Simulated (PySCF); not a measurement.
# TaNOH: relaxation and vibrations of the doublet

Aim: relax TaNOH as a doublet from a linear start, check by its vibrations whether the end is a minimum, and collect its spectrum and constants.

Program: PySCF 2.14.0. Level of theory: PBE0, basis Ta def2-TZVP with ECP60, N def2-TZVP, O def2-TZVP, H def2-TZVP, scalar-relativistic core potentials, no spin–orbit coupling, density fitting. These are calculated values, not measurements.

## Step 1: Where the work starts

4 atoms, charge 0, spin multiplicity 2.

Bond lengths: Ta1–N2 1.860 Å, Ta1–O3 2.090 Å, O3–H4 0.960 Å. Angles: N2–Ta1–O3 180.0°, Ta1–O3–H4 130.0°.

```xyz
4
charge 0 multiplicity 2
Ta    0.0000    0.0000    0.0000
N     0.0000    0.0000    1.8600
O     0.0000    0.0000   -2.0900
H     0.7354    0.0000   -2.7071
```

## Step 2: Finding the electronic state

One driver script runs all steps and calls PySCF; scf.py shows how it sets up the SCF of each step. The optimiser is the driver's own. After this first run the driver tries any further starts and a stability analysis.

Input file scf.py:

```python
from pyscf import gto, scf, dft
mol = gto.M(atom='''
Ta     0.000000     0.000000     0.000000
N      0.000000     0.000000     1.860000
O      0.000000     0.000000    -2.090000
H      0.735400     0.000000    -2.707100''',
    basis={'Ta': 'def2-TZVP', 'N': 'def2-TZVP', 'O': 'def2-TZVP', 'H': 'def2-TZVP'},
    ecp={'Ta': 'def2-TZVP'},
    charge=0, spin=1)
mf = dft.UKS(mol, xc='PBE0')
mf.grids.atom_grid = (50, 194)
aux = {'Ta': 'def2-universal-JKFIT', 'N': 'def2-universal-JKFIT', 'O': 'def2-universal-JKFIT', 'H': 'def2-universal-JKFIT'}
mf = mf.density_fit(auxbasis=aux)
mf.conv_tol = 1e-08
mf.diis_space = 10
mf.max_cycle = 60
mf.init_guess = 'minao'
mf.verbose = 4
mf.kernel()
```

Command:

```bash
> OMP_NUM_THREADS=4 python axn.py task.json out
```

Standard output, cut to the lines that bear on the results:

```text
[... the frontier levels of the middle cycles are left out ...]
init E= -168.232049721604
[... the frontier-level lines of each cycle are left out ...]
cycle= 1 E= -187.162997118412  delta_E= -18.9  |g|= 0.678  |ddm|= 4.82
cycle= 2 E= -184.994967080256  delta_E= 2.17  |g|= 2.02  |ddm|= 1.86
cycle= 3 E= -187.049795959547  delta_E= -2.05  |g|= 0.745  |ddm|= 1.71
cycle= 4 E= -187.306784248653  delta_E= -0.257  |g|= 0.311  |ddm|= 0.627
cycle= 5 E= -187.343576735457  delta_E= -0.0368  |g|= 0.128  |ddm|= 0.286
cycle= 6 E= -187.351272903241  delta_E= -0.0077  |g|= 0.0119  |ddm|= 0.103
cycle= 7 E= -187.351440263485  delta_E= -0.000167  |g|= 0.0156  |ddm|= 0.0374
cycle= 8 E= -187.351623722029  delta_E= -0.000183  |g|= 0.0127  |ddm|= 0.0262
cycle= 9 E= -187.351898958508  delta_E= -0.000275  |g|= 0.0107  |ddm|= 0.0481
cycle= 10 E= -187.352338619129  delta_E= -0.00044  |g|= 0.0111  |ddm|= 0.0831
cycle= 11 E= -187.352160005077  delta_E= 0.000179  |g|= 0.0112  |ddm|= 0.0317
cycle= 12 E= -187.351754254378  delta_E= 0.000406  |g|= 0.0139  |ddm|= 0.0776
cycle= 13 E= -187.351795199112  delta_E= -4.09e-05  |g|= 0.014  |ddm|= 0.0158
cycle= 14 E= -187.351787905025  delta_E= 7.29e-06  |g|= 0.0158  |ddm|= 0.0363
[... 9 cycles left out ...]
cycle= 24 E= -187.353830317024  delta_E= 0.00011  |g|= 0.00982  |ddm|= 0.0249
cycle= 25 E= -187.354559486902  delta_E= -0.000729  |g|= 0.0133  |ddm|= 0.237
cycle= 26 E= -187.354471934451  delta_E= 8.76e-05  |g|= 0.00663  |ddm|= 0.0359
cycle= 27 E= -187.354586393671  delta_E= -0.000114  |g|= 0.00561  |ddm|= 0.0569
cycle= 28 E= -187.354675001407  delta_E= -8.86e-05  |g|= 0.00369  |ddm|= 0.0363
cycle= 29 E= -187.354705654494  delta_E= -3.07e-05  |g|= 0.00823  |ddm|= 0.0947
cycle= 30 E= -187.354737783007  delta_E= -3.21e-05  |g|= 0.00147  |ddm|= 0.0284
cycle= 31 E= -187.35474298647  delta_E= -5.2e-06  |g|= 0.00055  |ddm|= 0.0174
cycle= 32 E= -187.354742802687  delta_E= 1.84e-07  |g|= 0.000822  |ddm|= 0.00268
cycle= 33 E= -187.354743319237  delta_E= -5.17e-07  |g|= 9.85e-05  |ddm|= 0.00549
cycle= 34 E= -187.354743290525  delta_E= 2.87e-08  |g|= 0.000227  |ddm|= 0.00226
cycle= 35 E= -187.354743349046  delta_E= -5.85e-08  |g|= 3.51e-05  |ddm|= 0.00117
cycle= 36 E= -187.354743360765  delta_E= -1.17e-08  |g|= 2.29e-05  |ddm|= 0.000331
cycle= 37 E= -187.354743364709  delta_E= -3.94e-09  |g|= 1.4e-05  |ddm|= 0.000254
Extra cycle  E= -187.354743365002  delta_E= -2.93e-10  |g|= 3.45e-05  |ddm|= 6.12e-05
converged SCF energy = -187.354743365002  <S^2> = 0.76726557  2S+1 = 2.0171917
```

This step, with its further starts and checks, took 19 s on 4 threads of Arm Neoverse V2, shared host.

The starts that the driver tried:

```
                      start  energy (Eh)
    the minimal-basis guess  -187.354743
a thermally smeared density  -187.354743
      a smeared PBE density  -187.374439
```

The first run landed in a state that is too high. Following the other starts and the instabilities gains 51.7 kJ/mol (-187.37444 Eh), and the work goes on from there.

## Step 3: Linear start, doublet: relaxation

The program finds Cs symmetry in the start, which this walk keeps. The walk stops when the largest gradient is under 0.0003 Eh/bohr and the energy has settled too.

scf.py, as its differences from that of step 2:

```diff
@@ -3,4 +3,4 @@
-Ta     0.000000     0.000000     0.000000
-N      0.000000     0.000000     1.860000
-O      0.000000     0.000000    -2.090000
-H      0.735400     0.000000    -2.707100''',
+Ta    -0.003497     0.000000     0.047708
+N     -0.003497     0.000000     1.907708
+O     -0.003497     0.000000    -2.042292
+H      0.731903     0.000000    -2.659392''',
@@ -17 +16,0 @@
-mf.init_guess = 'minao'
```

Steps of the walk:

```
step  energy (Eh)  change (kJ/mol)  largest symmetric gradient (Eh/bohr)
   0  -187.374439             0.00                               0.07271
   1  -187.387130           -33.32                               0.01162
   2  -187.388392           -36.63                               0.01041
   3  -187.391585           -45.02                               0.01630
   4  -187.396308           -57.42                               0.01386
   5  -187.398897           -64.21                               0.02053
   6  -187.399632           -66.14                               0.03340
   7  -187.400251           -67.77                               0.02654
   8  -187.401455           -70.93                               0.01268
   9  -187.402665           -74.11                               0.00834
  10  -187.404525           -78.99                               0.02480
  11  -187.405541           -81.66                               0.00839
  12  -187.406488           -84.14                               0.00895
  13  -187.409127           -91.07                               0.02222
  14  -187.410777           -95.41                               0.03820
  15  -187.412638          -100.29                               0.03031
  16  -187.415383          -107.50                               0.01309
  17  -187.416405          -110.18                               0.00434
  18  -187.416623          -110.76                               0.01580
  19  -187.416963          -111.65                               0.00382
  20  -187.417091          -111.98                               0.00164
  21  -187.417104          -112.02                               0.00049
  22  -187.417105          -112.02                               0.00044
  23  -187.417105          -112.02                               0.00011
```

The walk took 58 s.

Positions (Å) and forces (eV/Å) along the way:

```
step 0
Ta  -0.004   0.000   0.048  -0.260   0.000   1.577
N   -0.004   0.000   1.908   0.122   0.000  -3.739
O   -0.004   0.000  -2.042   0.274   0.000   2.131
H    0.732   0.000  -2.659  -0.136   0.000   0.031
step 1
Ta  -0.014   0.000   0.042  -0.386   0.000  -0.001
N    0.009   0.000   1.801   0.156   0.000  -0.502
O    0.006   0.000  -1.972   0.597   0.000   0.437
H    0.721   0.000  -2.617  -0.367   0.000   0.066
step 12
Ta  -0.579   0.000   0.030  -0.216   0.000   0.307
N    0.325   0.000   1.468   0.164   0.000  -0.180
O    0.237   0.000  -1.721  -0.406   0.000  -0.190
H    0.738   0.000  -2.525   0.459   0.000   0.063
step 23
Ta  -0.707   0.000  -0.010   0.003   0.001  -0.001
N    0.531   0.000   1.144  -0.007   0.000  -0.003
O   -0.019   0.000  -1.837  -0.004   0.000   0.004
H    0.916   0.000  -2.044   0.007   0.000  -0.001
```

After 23 steps and 112.0 kJ/mol it ends at Cs: O–H 0.958 Å, Ta–N 1.692 Å, Ta–O 1.953 Å; H–O–Ta 123.1°, N–Ta–O 112.3°.

## Step 4: Is it a minimum? Harmonic modes

On the finer grid the gradient is checked again; gradients at displacements of ±0.02 bohr then give force constants and infrared intensities.

scf.py, as its differences from that of step 3:

```diff
@@ -3,4 +3,4 @@
-Ta    -0.003497     0.000000     0.047708
-N     -0.003497     0.000000     1.907708
-O     -0.003497     0.000000    -2.042292
-H      0.731903     0.000000    -2.659392''',
+Ta    -0.141627     0.000000     0.071285
+N      1.096817     0.000000     1.224686
+O      0.546651     0.000000    -1.755657
+H      1.482189     0.000000    -1.962720''',
@@ -11 +11 @@
-mf.grids.atom_grid = (50, 194)
+mf.grids.atom_grid = (75, 302)
@@ -14 +14 @@
-mf.conv_tol = 1e-08
+mf.conv_tol = 1e-10
```

This SCF starts from the last density.

SCF at the final geometry:

```text
init E= -187.417073140644
[... the frontier-level lines of each cycle are left out ...]
cycle= 1 E= -187.417073140647  delta_E= -2.9e-12  |g|= 1.39e-06  |ddm|= 4.35e-06
Extra cycle  E= -187.417073140649  delta_E= -1.48e-12  |g|= 2.92e-06  |ddm|= 5.78e-06
converged SCF energy = -187.417073140649  <S^2> = 0.76945005  2S+1 = 2.0193564
```

The whole step took 60 s.

Geometry: Cs; O–H 0.958 Å, Ta–N 1.692 Å, Ta–O 1.952 Å; H–O–Ta 123.1°, N–Ta–O 112.3°.

Modes, for the most abundant isotopes:

```json
{"symmetry": "a'", "ω (cm⁻¹)": "223", "IR (km/mol)": "20.6", "μ (u)": "6.40"}
{"symmetry": "a''", "ω (cm⁻¹)": "474", "IR (km/mol)": "124", "μ (u)": "1.15"}
{"symmetry": "a'", "ω (cm⁻¹)": "614", "IR (km/mol)": "247", "μ (u)": "4.96"}
{"symmetry": "a'", "ω (cm⁻¹)": "676", "IR (km/mol)": "18.5", "μ (u)": "1.34"}
{"symmetry": "a'", "ω (cm⁻¹)": "1049", "IR (km/mol)": "59.3", "μ (u)": "14.88"}
{"symmetry": "a'", "ω (cm⁻¹)": "3919", "IR (km/mol)": "140", "μ (u)": "1.07"}
```

All wavenumbers are real: a minimum.

Constants and moments:

- Dipole moment: 4.25 D
- Highest occupied level: -4.66 eV
- Lowest empty level: -3.74 eV
- Rotational constants: 0.6145, 0.2243, 0.1643 cm⁻¹
- Zero-point energy: 41.6 kJ/mol
- Principal polarisabilities: 21.0, 47.2, 60.3 bohr³
- Atomisation energy without zero-point energy: 1394 kJ/mol
- Principal traceless quadrupole moments about the centre of mass: -15.21, 5.49, 9.72 D Å
- Entropy at 298.15 K and 1 bar (electronic part: spin only): 295.6 J/(mol K)
- Heat capacity Cp at 298.15 K: 55.5 J/(mol K)
- Enthalpy at 298.15 K above 0 K: 12.74 kJ/mol
- Rotational symmetry number: 1
- Spin squared ⟨S²⟩: 0.769

Charges (e) and bond orders:

```csv
atom,Mulliken,Löwdin,polar tensor,spin (Mulliken),Mayer order to Ta1
Ta1,0.87,0.58,1.31,1.17,–
N2,-0.51,-0.38,-0.71,-0.18,3.02
O3,-0.70,-0.36,-0.90,0.01,1.03
H4,0.34,0.16,0.31,0.00,0.01
```

Outer orbital energies (eV). α occupied: -17.90, -13.54, -9.74, -9.61, -7.46, -7.13, -6.77, -4.66; empty: -3.74, -1.60, -0.29, 0.35. β occupied: -26.81, -18.12, -13.51, -9.70, -9.32, -7.36, -7.17, -6.84; empty: -2.90, -1.21, -0.98, 0.27.

Mulliken populations on Ta1 (outside its core potential): s 2.22, p 6.35, d 3.49, f 0.08.

## Step 5: What came out

```
                                          quantity                                                                  value
                                           minimum                                                            doublet, Cs
                                          geometry  O–H 0.958 Å, Ta–N 1.692 Å, Ta–O 1.952 Å; H–O–Ta 123.1°, N–Ta–O 112.3°
                                wavenumbers (cm⁻¹)          223 (a'), 474 (a''), 614 (a'), 676 (a'), 1049 (a'), 3919 (a')
                                     dipole moment                                                                 4.25 D
highest occupied, lowest empty level (either spin)                                                        -4.66, -3.74 eV
                        polar-tensor charge of Ta1                                                                +1.31 e
                                 zero-point energy                                                            41.6 kJ/mol
                               entropy at 298.15 K                                                        295.6 J/(mol K)
         atomisation energy (no zero-point energy)                                                            1394 kJ/mol
                                              ⟨S²⟩                                                                  0.769
```

What this shows: The linear start keeps its Cs symmetry and ends in a minimum. In the infrared the band at 614 cm⁻¹ (a') leads. Most of the spin sits on Ta1 (Mulliken spin 1.17, against 1 for the whole molecule). The first SCF alone would have been 52 kJ/mol too high. Only this shape and spin were tried, so other structures or states may lie lower. One determinant may miss the lowest occupation of an open d or f shell. Spin–orbit coupling, left out here, can matter for elements this heavy.

The search up to here took 2.3 min.
